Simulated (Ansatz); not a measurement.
**InGeH4F: basis-set convergence**

How large a basis does InGeH4F need? Two functionals are run in growing sets.

The runs use Ansatz 0.2.0, Gaussian basis; one geometry, several basis sets.

Plan: PBE0-D4/def2-SVP; ωB97M-V/def2-SVP; PBE0-D4/def2-QZVPP; ωB97M-V/def2-QZVPP; the functionals' def2-TZVPP values are taken from earlier runs.

## Step 1: The geometry

The geometry comes from an earlier relaxation with PBE0-D4 in a triple-zeta def2 set; it is a stationary point, not always the lowest conformer. In takes the def2 core potential; no spin-orbit term is included.

SMILES `[F][GeH2][InH2]`, 7 atoms, charge 0, spin multiplicity 1.

Atoms are counted from 1 here; the program's logs count them from 0.

Bond lengths: F1–Ge2 1.757 Å, Ge2–In3 2.616 Å, Ge2–H4 1.545 Å, Ge2–H5 1.545 Å, In3–H6 1.721 Å, In3–H7 1.727 Å. Angles: F1–Ge2–In3 108.3°, F1–Ge2–H4 104.4°, F1–Ge2–H5 104.4°, In3–Ge2–H4 115.3°, In3–Ge2–H5 115.3°, H4–Ge2–H5 108.0°, Ge2–In3–H6 120.3°, Ge2–In3–H7 118.5°, H6–In3–H7 121.1°.

## Step 2: PBE0-D4 in def2-SVP

File in.yaml:

```yaml
crystal:
  periodic: [false, false, false]
  atoms:
    - {symbol: F, position_ang: [-2.299712, 0.151335, 0.072286]}
    - {symbol: Ge, position_ang: [-0.782341, -0.191269, -0.744430]}
    - {symbol: In, position_ang: [1.173331, 0.231046, 0.940569]}
    - {symbol: H, position_ang: [-0.929359, -1.649452, -1.233507]}
    - {symbol: H, position_ang: [-0.796080, 0.730711, -1.984015]}
    - {symbol: H, position_ang: [0.840235, 0.760296, 2.543419]}
    - {symbol: H, position_ang: [2.793918, -0.032676, 0.405678]}
basis:
  gaussian: {orbitals: def2-SVP}
hamiltonian: {xc: pbe0, dispersion: d4}
output: {orbitals: {seedname: orbitals}}
```

Run with:

```bash
$ ansatz run in.yaml --threads 2 --pin off --events-out ev --progress --plain --max-ram 4352MiB
```

Further steps of the session: ωB97M-V in def2-SVP; PBE0-D4 in def2-QZVPP; ωB97M-V in def2-QZVPP.

Q: Predict the results of all the runs planned. Wanted: PBE0-D4: double and triple zeta above quadruple; ωB97M-V: double and triple zeta above quadruple.

**Answer**, as computed:

| quantity | value |
| --- | --- |
| PBE0-D4: double and triple zeta above quadruple | 12.33, 1.44 eV |
| ωB97M-V: double and triple zeta above quadruple | 12.40, 1.41 eV |

In words: For PBE0-D4 the step from double to triple zeta gains 10.88 eV and the next only 1.44 eV. Total energies overstate the basis error of differences, where much of it tends to cancel.
